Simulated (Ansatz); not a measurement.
# Si₂GeH (quartet): from Hartree-Fock to the top rungs at a displaced geometry (v1), cc-pVDZ

One table from this session's results is given with a row withheld; the runs are named, their logs left out.

The runs use Ansatz 0.2.0, Gaussian basis; cc-pVDZ, core rule «outside noble gas», up to 24 orbitals frozen.

The runs, in order: UHF; CCSD(T) on ROHF; CCSD(T) on UHF; BCCD(T) on ROHF; CISD; CCSDT(Q) on ROHF; CCSDT(Q) on UHF.

31 further runs of the same task are left out: 19 that didn't finish, 12 set aside as unsound or not needed.

**The system**

The geometry is a PBE0/def2-TZVP stationary point (not a proven minimum) with its atoms shifted at random (size 0.040 Å). No spin-orbit coupling is included. The filled d shell of Ge may be among the frozen orbitals whatever the setting's name suggests; the logs give the count.

4 atoms, charge 0, spin multiplicity 4.

Atoms are counted from 1 here; the program's logs count them from 0.

Bond lengths: Ge1–Si2 2.355 Å, Si2–Si3 2.294 Å, Si3–H4 1.632 Å. Angles: Ge1–Si2–Si3 167.2°, Si2–Si3–H4 52.1°.

Set-up of the first run:

Contents of in.yaml:

```yaml
crystal:
  periodic: [false, false, false]
  atoms:
    - {symbol: Ge, position_ang: [0.002357, -0.250054, 2.608100]}
    - {symbol: Si, position_ang: [0.001496, -0.487409, 0.264748]}
    - {symbol: Si, position_ang: [0.049497, -0.208103, -2.011356]}
    - {symbol: H, position_ang: [-0.053351, 0.945566, -0.861491]}
basis:
  gaussian: {orbitals: cc-pVDZ}
magnetization: {spin_polarized: true, initial_magnetization: 3}
hamiltonian: {xc: hf}
output: {orbitals: {seedname: orbitals}}
```

Command:

```bash
> ansatz run in.yaml --threads 1 --pin off --events-out ev --progress --plain --max-ram 2393MiB
```

Steps of the session up to this table: UHF; CCSD(T) on ROHF; CCSD(T) on UHF; BCCD(T) on ROHF; CISD; CCSDT(Q) on ROHF; CCSDT(Q) on UHF.

One of the session's tables, all rows but one given; the rest of the session is left out.

| method | from RCCSDT(Q) (kJ/mol) |
| --- | --- |
| ROHF | +744.9 |
| UHF | +725.8 |
| RMP2 | +155.4 |
| UMP2 | +160.6 |
| CISD | +128.6 |
| RCCSD | +46.5 |
| UCCSD | +45.5 |
| RCCSD(T) | ? |
| UCCSD(T) | +9.4 |
| BCCD(T) | +9.4 |
| RCCSDT | +3.3 |
| UCCSDT | +2.9 |
| RCCSDT(Q) | 0 |
| UCCSDT(Q) | -0.6 |

Q: Estimate the row for RCCSD(T) from the others.

The run gave: from RCCSDT(Q) (kJ/mol): +9.5. In the column «from RCCSDT(Q) (kJ/mol)» it lies between BCCD(T) (+9.4) and UCCSD (+45.5).

Limits of these values: Restricted and unrestricted rows rest on different reference determinants; where their highest levels disagree by more than a few hundredths of an eV, they describe different states and don't form one ladder.
